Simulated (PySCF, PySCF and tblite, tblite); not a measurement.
# C₅H₇ClO₂: a path driven as rotation about a bond, and NMR exchange, part 2 of 2

PySCF and tblite. Atoms count from 0. Earlier steps stand in the parts before.

## 9. Barriers, rates and exchange

What the job is given:

```
{"job": {"smiles": "CC(=O)C(Cl)=C(C)O", "charge": 0, "mult": 1, "motion": "rotation", "what": "diene or enone", "atoms": [1, 3], "drives": [{"terms": [["t", [0, 1, 3, 4], 0.25], ["t", [0, 1, 3, 5], 0.25], ["t", [2, 1, 3, 4], 0.25], ["t", [2, 1, 3, 5], 0.25]], "by": 180, "n": 12}], "study": "path", "level": {"kind": "nmr", "xc": "PBE0", "basis": "pcSseg-1"}, "fields": [60, 270, 500], "first": 5, "seed": 592, "kind": "path"}, "charge": 0, "multiplicity": 1}
C      2.483812    -0.506620     0.397324
C      1.273465     0.367602     0.263835
O      1.338097     1.591321     0.395170
C      0.008517    -0.268319    -0.027476
Cl    -0.048363    -1.995517    -0.206943
C     -1.149966     0.444791    -0.166815
C     -2.464449    -0.194839    -0.465705
O     -1.173375     1.758041    -0.042708
H      2.646099    -1.054556    -0.528910
H      2.328618    -1.233578     1.192155
H      3.352401     0.106419     0.620993
H     -2.411205    -0.740443    -1.406039
H     -3.228780     0.573905    -0.529007
H     -2.721396    -0.906793     0.316533
H     -0.243914     2.071827     0.156003
```

Standard output:

```text
stationary points (kcal/mol above the start)
  n  kind          group   xTB      DFT    lowest mode
  0  minimum      Cs       0.00     0.00      84.7
  1  saddle       C1      15.89    21.74     -63.2
  2  minimum      Cs      13.05    15.96      27.0

GFN2-xTB energies: T/K, barrier G, reaction G (kcal/mol), k forward, k back (1/s)
 150.00    15.48    13.26   1.76e-10   3.68e+09
 200.00    15.44    13.25   0.000111   3.35e+10
 250.00    15.42    13.24      0.346    1.3e+11
 298.15    15.40    13.23       63.8   3.17e+11
 350.00    15.39    13.21   3.58e+03   6.32e+11
 400.00    15.39    13.18   6.53e+04   1.04e+12
 500.00    15.41    13.13   3.85e+06    2.1e+12

PBE0/pcSseg-1 + D3(BJ) energies: T/K, barrier G, reaction G (kcal/mol), k forward, k back (1/s)
 150.00    21.32    16.17   5.42e-19   1.94e+05
 200.00    21.29    16.16   4.58e-11   2.08e+07
 250.00    21.26    16.15   2.71e-06   3.53e+08
 298.15    21.24    16.13    0.00334   2.23e+09
 350.00    21.23    16.11      0.806   9.27e+09
 400.00    21.23    16.09         42   2.59e+10
 500.00    21.25    16.03   1.08e+04    1.1e+11
```

Run time: 2.3 min. Hardware: 1 thread of Intel Xeon Platinum 8259CL at 2.50GHz, shared host; peak memory 0.89 GiB. This counts the whole study up to here.

Barriers by level (kcal/mol; entropies in cal/(mol K)). Zero-point and thermal terms come from xTB in every row. ΔG‡ leaves symmetry out; the rate counts equivalent paths (a factor of 2); effective ΔG‡, where given, is the barrier that would give that rate by Eyring's equation alone:

```csv
level,ΔE‡,with zero-point,ΔH‡,ΔS‡,ΔG‡ (298 K),ΔE of reaction,k at 298 K (1/s),effective ΔG‡
GFN2-xTB,15.90,15.59,15.63,0.8,15.40,13.05,64,14.99
PBE0/pcSseg-1 + D3(BJ),21.74,21.43,21.47,0.8,21.24,15.96,0.0033,20.83
```

Sites that the driver pairs across this motion, and where their lines would merge (no couplings; faster rotations or exchange between molecules can average them sooner):

```
nucleus                            sites: shielding (ppm)  proton frequency (MHz)  spread (Hz)  coalescence (K)  lines at 298 K
    17O                      O2: -162.4; O2 (end): -323.4                     500        10917        not given               –
     1H                      H14: 17.80; H14 (end): 25.59                     500         3895        not given               –
    13C                          C1: -17.0; C1 (end): 2.8                     500         2495        not given               –
    17O                        O7: 142.7; O7 (end): 168.2                     500         1729        not given               –
    13C                           C5: 3.8; C5 (end): 15.6                     500         1487        not given               –
    13C                          C3: 69.9; C3 (end): 63.4                     500          818        not given               –
    13C                        C6: 162.6; C6 (end): 160.8                     500          224        not given               –
     1H  H11, H12, H13: 29.45; H11, H12, H13 (end): 29.33                     500           57        not given               –
```

A dash: the driver gave no coalescence for this row (it judged the minor form too scarce).

Rows that set an atom against itself at the end compare its shielding in the two forms.

Lines of quadrupolar nuclei are broad, so their coalescence could hardly be seen.

## 10. Shieldings, start: PBE0/pcSseg-1 in benzene

What the job is given:

```
{"job": {"kind": "nmr", "xc": "PBE0", "basis": "pcSseg-1", "solvent": "benzene", "pop": false}, "charge": 0, "multiplicity": 1}
C      2.483812    -0.506620     0.397324
C      1.273465     0.367602     0.263835
O      1.338097     1.591321     0.395170
C      0.008517    -0.268319    -0.027476
Cl    -0.048363    -1.995517    -0.206943
C     -1.149966     0.444791    -0.166815
C     -2.464449    -0.194839    -0.465705
O     -1.173375     1.758041    -0.042708
H      2.646099    -1.054556    -0.528910
H      2.328618    -1.233578     1.192155
H      3.352401     0.106419     0.620993
H     -2.411205    -0.740443    -1.406039
H     -3.228780     0.573905    -0.529007
H     -2.721396    -0.906793     0.316533
H     -0.243914     2.071827     0.156003
```

Standard output:

```text
coarse grid: 13568 points
cycle   1  E = -804.5830821836  dE =  1.302e+00  |g| = 9.030e-01  |ddm| = 3.642e+00
cycle   2  E = -804.1830657929  dE =  4.000e-01  |g| = 1.695e+00  |ddm| = 2.324e+00
cycle   3  E = -804.7279927623  dE = -5.449e-01  |g| = 2.085e-01  |ddm| = 1.826e+00
cycle   4  E = -804.7366661822  dE = -8.673e-03  |g| = 7.524e-02  |ddm| = 2.245e-01
cycle   5  E = -804.7375799261  dE = -9.137e-04  |g| = 2.716e-02  |ddm| = 6.483e-02
cycle   6  E = -804.7377161347  dE = -1.362e-04  |g| = 7.058e-03  |ddm| = 2.502e-02
cycle   7  E = -804.7377249875  dE = -8.853e-06  |g| = 2.349e-03  |ddm| = 7.389e-03
final grid: 127808 points
cycle   8  E = -804.8027690021  dE = -2.584e-05  |g| = 1.413e-02  |ddm| = 3.659e-02
cycle   9  E = -804.8026758193  dE =  9.318e-05  |g| = 2.601e-02  |ddm| = 3.327e-02
cycle  10  E = -804.8028065883  dE = -1.308e-04  |g| = 2.014e-03  |ddm| = 2.267e-02
cycle  11  E = -804.8028073377  dE = -7.494e-07  |g| = 5.434e-04  |ddm| = 1.794e-03
cycle  12  E = -804.8028073836  dE = -4.583e-08  |g| = 1.978e-04  |ddm| = 5.332e-04
cycle  13  E = -804.8028073909  dE = -7.350e-09  |g| = 5.153e-05  |ddm| = 1.919e-04
cycle  14  E = -804.8028073914  dE = -5.316e-10  |g| = 1.716e-05  |ddm| = 5.871e-05
converged SCF energy = -804.8028073914

GIAO shielding tensors (ppm)
atom      isotropic    diamagn.    paramagn.     s11        s22        s33       span
  0 C      155.997     250.712     -94.715    141.628    142.552    183.811     42.182
  1 C      -18.208     246.953    -265.161    -86.241    -62.522     94.139    180.380
  2 O     -149.379     404.763    -554.142   -507.640   -265.321    324.823    832.463
  3 C       69.933     265.108    -195.176    -22.005    112.128    119.676    141.681
  4 Cl     803.727    1149.879    -346.152    727.699    728.325    955.156    227.458
  5 C        2.498     251.255    -248.757    -87.265     -6.752    101.510    188.775
  6 C      162.425     248.588     -86.163    148.265    154.403    184.608     36.343
  7 O      143.717     394.309    -250.592     10.832    140.723    279.597    268.764
  8 H       29.071      29.296      -0.225     24.741     29.707     32.766      8.025
  9 H       29.059      29.329      -0.270     24.692     29.773     32.713      8.021
 10 H       29.631      27.804       1.827     25.759     27.828     35.305      9.546
 11 H       29.224      28.726       0.499     24.747     28.908     34.018      9.271
 12 H       29.650      27.427       2.223     25.104     28.114     35.733     10.630
 13 H       29.224      28.727       0.497     24.754     28.898     34.020      9.266
 14 H       17.840      32.622     -14.783      5.160     17.215     31.143     25.983
```

Wall time 30 s (1 thread of Intel Xeon Platinum 8259CL at 2.50GHz, shared host); peak memory 0.92 GiB.

In short: HOMO -6.87 eV, LUMO -1.47 eV; dipole 1.93 D.

## 11. Single-point energy, saddle of leg 1: PBE0/pcSseg-1 in benzene

What the job is given:

```
{"job": {"kind": "sp", "xc": "PBE0", "basis": "pcSseg-1", "solvent": "benzene", "pop": false}, "charge": 0, "multiplicity": 1}
C      2.286679    -0.101032    -0.041928
C      1.227712     0.093160     1.011853
O      1.444614     0.556518     2.100503
C     -0.133680    -0.385670     0.586466
Cl    -0.527356    -1.942230     1.248415
C     -0.989584     0.270517    -0.201061
C     -2.325550    -0.249279    -0.623690
O     -0.716848     1.508645    -0.693754
H      1.948633     0.278534    -1.003700
H      2.457528    -1.170983    -0.153765
H      3.214327     0.380398     0.256439
H     -2.270032    -1.310412    -0.849524
H     -2.653605     0.303764    -1.499115
H     -3.053103    -0.104446     0.173459
H      0.090267     1.872516    -0.310599
```

Standard output:

```text
coarse grid: 13568 points
cycle   1  E = -804.5345310823  dE =  1.258e+00  |g| = 9.375e-01  |ddm| = 3.644e+00
cycle   2  E = -804.0892109247  dE =  4.453e-01  |g| = 1.797e+00  |ddm| = 2.598e+00
cycle   3  E = -804.6937355776  dE = -6.045e-01  |g| = 2.059e-01  |ddm| = 2.016e+00
cycle   4  E = -804.7021708305  dE = -8.435e-03  |g| = 7.815e-02  |ddm| = 2.147e-01
cycle   5  E = -804.7033028417  dE = -1.132e-03  |g| = 2.255e-02  |ddm| = 6.723e-02
cycle   6  E = -804.7034040275  dE = -1.012e-04  |g| = 5.684e-03  |ddm| = 1.994e-02
cycle   7  E = -804.7034108422  dE = -6.815e-06  |g| = 1.519e-03  |ddm| = 5.335e-03
final grid: 127808 points
cycle   8  E = -804.7704711928  dE = -2.051e-05  |g| = 1.468e-02  |ddm| = 3.043e-02
cycle   9  E = -804.7703745987  dE =  9.659e-05  |g| = 2.702e-02  |ddm| = 3.223e-02
cycle  10  E = -804.7705112183  dE = -1.366e-04  |g| = 2.845e-03  |ddm| = 2.282e-02
cycle  11  E = -804.7705128242  dE = -1.606e-06  |g| = 4.680e-04  |ddm| = 2.206e-03
cycle  12  E = -804.7705128615  dE = -3.730e-08  |g| = 1.612e-04  |ddm| = 4.466e-04
cycle  13  E = -804.7705128673  dE = -5.801e-09  |g| = 3.747e-05  |ddm| = 1.493e-04
cycle  14  E = -804.7705128675  dE = -2.328e-10  |g| = 1.864e-05  |ddm| = 4.497e-05
converged SCF energy = -804.7705128675
```

It took 19 s on 1 thread of Intel Xeon Platinum 8259CL at 2.50GHz, shared host; peak memory 0.66 GiB.

In short: HOMO -6.71 eV, LUMO -1.36 eV; dipole 3.14 D.

## 12. Shieldings, end: PBE0/pcSseg-1 in benzene

What the job is given:

```
{"job": {"kind": "nmr", "xc": "PBE0", "basis": "pcSseg-1", "solvent": "benzene", "pop": false}, "charge": 0, "multiplicity": 1}
C      2.196708     0.328605     0.100503
C      1.253704    -0.549303     0.908974
O      1.688195    -1.245201     1.798960
C     -0.180101    -0.528287     0.592323
Cl    -1.100700    -1.555883     1.661515
C     -0.883272     0.130471    -0.360694
C     -2.365542    -0.006112    -0.488427
O     -0.369532     0.956931    -1.282860
H      2.224260     0.014390    -0.942485
H      3.195316     0.201386     0.514464
H      1.925929     1.380264     0.185626
H     -2.634275    -1.044505    -0.669738
H     -2.706464     0.612956    -1.313175
H     -2.853670     0.302982     0.433212
H      0.589234     1.044117    -1.208456
```

Standard output:

```text
coarse grid: 13568 points
cycle   1  E = -804.5356304579  dE =  1.300e+00  |g| = 9.556e-01  |ddm| = 3.716e+00
cycle   2  E = -804.0230207377  dE =  5.126e-01  |g| = 1.870e+00  |ddm| = 3.892e+00
cycle   3  E = -804.7053318624  dE = -6.823e-01  |g| = 2.141e-01  |ddm| = 3.136e+00
cycle   4  E = -804.7136382187  dE = -8.306e-03  |g| = 9.153e-02  |ddm| = 2.499e-01
cycle   5  E = -804.7149910742  dE = -1.353e-03  |g| = 2.869e-02  |ddm| = 9.563e-02
cycle   6  E = -804.7151500184  dE = -1.589e-04  |g| = 7.728e-03  |ddm| = 3.093e-02
cycle   7  E = -804.7151613506  dE = -1.133e-05  |g| = 2.702e-03  |ddm| = 9.309e-03
cycle   8  E = -804.7151627674  dE = -1.417e-06  |g| = 1.001e-03  |ddm| = 2.824e-03
final grid: 127808 points
cycle   9  E = -804.7808641807  dE = -3.625e-05  |g| = 1.315e-02  |ddm| = 4.163e-02
cycle  10  E = -804.7807865503  dE =  7.763e-05  |g| = 2.405e-02  |ddm| = 3.527e-02
cycle  11  E = -804.7808963612  dE = -1.098e-04  |g| = 2.501e-03  |ddm| = 2.579e-02
cycle  12  E = -804.7808975119  dE = -1.151e-06  |g| = 5.219e-04  |ddm| = 2.594e-03
cycle  13  E = -804.7808975548  dE = -4.293e-08  |g| = 1.617e-04  |ddm| = 4.706e-04
cycle  14  E = -804.7808975596  dE = -4.803e-09  |g| = 4.076e-05  |ddm| = 1.458e-04
cycle  15  E = -804.7808975599  dE = -2.883e-10  |g| = 1.773e-05  |ddm| = 5.325e-05
converged SCF energy = -804.7808975599

GIAO shielding tensors (ppm)
atom      isotropic    diamagn.    paramagn.     s11        s22        s33       span
  0 C      156.014     256.271    -100.256    133.723    143.639    190.681     56.959
  1 C       -0.197     244.306    -244.503    -87.175    -15.744    102.329    189.504
  2 O     -291.472     395.767    -687.239   -841.769   -337.102    304.455   1146.223
  3 C       64.585     261.030    -196.444      1.676     94.629     97.452     95.776
  4 Cl     777.073    1148.418    -371.345    673.089    717.316    940.814    267.725
  5 C       13.103     249.920    -236.818    -82.272     15.434    106.145    188.417
  6 C      160.596     248.444     -87.848    144.004    154.986    182.799     38.795
  7 O      164.782     392.837    -228.056     92.288    142.665    259.392    167.105
  8 H       29.404      31.364      -1.960     25.832     29.354     33.026      7.194
  9 H       28.917      28.452       0.466     24.883     27.336     34.532      9.649
 10 H       29.398      31.542      -2.144     25.804     29.523     32.868      7.064
 11 H       29.067      28.391       0.676     24.611     28.747     33.844      9.232
 12 H       29.659      28.047       1.612     24.821     28.462     35.695     10.875
 13 H       29.072      28.419       0.653     24.639     28.764     33.814      9.176
 14 H       25.143      34.919      -9.776     16.323     24.215     34.891     18.568
```

Wall time 33 s (1 thread of Intel Xeon Platinum 8259CL at 2.50GHz, shared host); peak memory 1 GiB.

Key values: HOMO -6.97 eV, LUMO -1.39 eV; dipole 4.92 D.

## 13. Second level: PBE0/pcSseg-1 + D3(BJ), IEF-PCM benzene

What the job is given:

```
{"job": {"smiles": "CC(=O)C(Cl)=C(C)O", "charge": 0, "mult": 1, "motion": "rotation", "what": "diene or enone", "atoms": [1, 3], "drives": [{"terms": [["t", [0, 1, 3, 4], 0.25], ["t", [0, 1, 3, 5], 0.25], ["t", [2, 1, 3, 4], 0.25], ["t", [2, 1, 3, 5], 0.25]], "by": 180, "n": 12}], "study": "path", "level": {"kind": "nmr", "xc": "PBE0", "basis": "pcSseg-1", "wide": true, "solvent": "benzene"}, "fields": [60, 270, 500], "first": 5, "seed": 592, "kind": "pathvar"}, "charge": 0, "multiplicity": 1}
C      2.483812    -0.506620     0.397324
C      1.273465     0.367602     0.263835
O      1.338097     1.591321     0.395170
C      0.008517    -0.268319    -0.027476
Cl    -0.048363    -1.995517    -0.206943
C     -1.149966     0.444791    -0.166815
C     -2.464449    -0.194839    -0.465705
O     -1.173375     1.758041    -0.042708
H      2.646099    -1.054556    -0.528910
H      2.328618    -1.233578     1.192155
H      3.352401     0.106419     0.620993
H     -2.411205    -0.740443    -1.406039
H     -3.228780     0.573905    -0.529007
H     -2.721396    -0.906793     0.316533
H     -0.243914     2.071827     0.156003
```

Standard output:

```text
stationary points (kcal/mol above the start)
  n  kind          group   xTB      DFT    lowest mode
  0  minimum      Cs       0.00     0.00      84.7
  1  saddle       C1      15.89    20.26     -63.2
  2  minimum      Cs      13.05    13.75      27.0

GFN2-xTB energies: T/K, barrier G, reaction G (kcal/mol), k forward, k back (1/s)
 150.00    15.48    13.26   1.76e-10   3.68e+09
 200.00    15.44    13.25   0.000111   3.35e+10
 250.00    15.42    13.24      0.346    1.3e+11
 298.15    15.40    13.23       63.8   3.17e+11
 350.00    15.39    13.21   3.58e+03   6.32e+11
 400.00    15.39    13.18   6.53e+04   1.04e+12
 500.00    15.41    13.13   3.85e+06    2.1e+12

PBE0/pcSseg-1 + D3(BJ) energies: T/K, barrier G, reaction G (kcal/mol), k forward, k back (1/s)
 150.00    21.32    16.17   5.42e-19   1.94e+05
 200.00    21.29    16.16   4.58e-11   2.08e+07
 250.00    21.26    16.15   2.71e-06   3.53e+08
 298.15    21.24    16.13    0.00334   2.23e+09
 350.00    21.23    16.11      0.806   9.27e+09
 400.00    21.23    16.09         42   2.59e+10
 500.00    21.25    16.03   1.08e+04    1.1e+11

PBE0/pcSseg-1 + D3(BJ), IEF-PCM benzene energies: T/K, barrier G, reaction G (kcal/mol), k forward, k back (1/s)
 150.00    19.84    13.96   7.65e-17   1.65e+04
 200.00    19.81    13.95   1.88e-09   3.26e+06
 250.00    19.79    13.94   5.27e-05   8.04e+07
 298.15    19.77    13.92     0.0402   6.45e+08
 350.00    19.76    13.90       6.73   3.22e+09
 400.00    19.75    13.88        269   1.03e+10
 500.00    19.77    13.82   4.75e+04   5.23e+10
```

Wall time 3.6 min (1 thread of Intel Xeon Platinum 8259CL at 2.50GHz, shared host); peak memory 1 GiB. This counts the runs that the step sums up.

Barriers by level (kcal/mol; entropies in cal/(mol K)). Zero-point and thermal terms come from xTB in every row. ΔG‡ leaves symmetry out; the rate counts equivalent paths (a factor of 2); effective ΔG‡, where given, is the barrier that would give that rate by Eyring's equation alone:

```csv
level,ΔE‡,with zero-point,ΔH‡,ΔS‡,ΔG‡ (298 K),ΔE of reaction,k at 298 K (1/s),effective ΔG‡
GFN2-xTB,15.90,15.59,15.63,0.8,15.40,13.05,64,14.99
PBE0/pcSseg-1 + D3(BJ),21.74,21.43,21.47,0.8,21.24,15.96,0.0033,20.83
"PBE0/pcSseg-1 + D3(BJ), IEF-PCM benzene",20.26,19.95,20.00,0.8,19.77,13.75,0.04,19.36
```

## 14. Summary of results

The summary covers parts 1 to 2.

| quantity | value |
| --- | --- |
| barrier (PBE0/pcSseg-1 + D3(BJ)) | ΔE‡ 21.7, ΔG‡(298 K) 21.2 kcal/mol |
| barrier (GFN2-xTB) | ΔE‡ 15.9 kcal/mol |
| rate at 298 K | 0.0033 s⁻¹ |
| end of the path | 16.0 kcal/mol from the start |

In words: DFT puts the top 21.7 kcal/mol above the start (xTB: 15.9); the rate from the DFT barrier is 0.0033 s⁻¹ at 298 K. An error of 1.4 kcal/mol changes that rate tenfold. PBE0/pcSseg-1 + D3(BJ), IEF-PCM benzene moves the barrier from 21.7 to 20.3 kcal/mol.
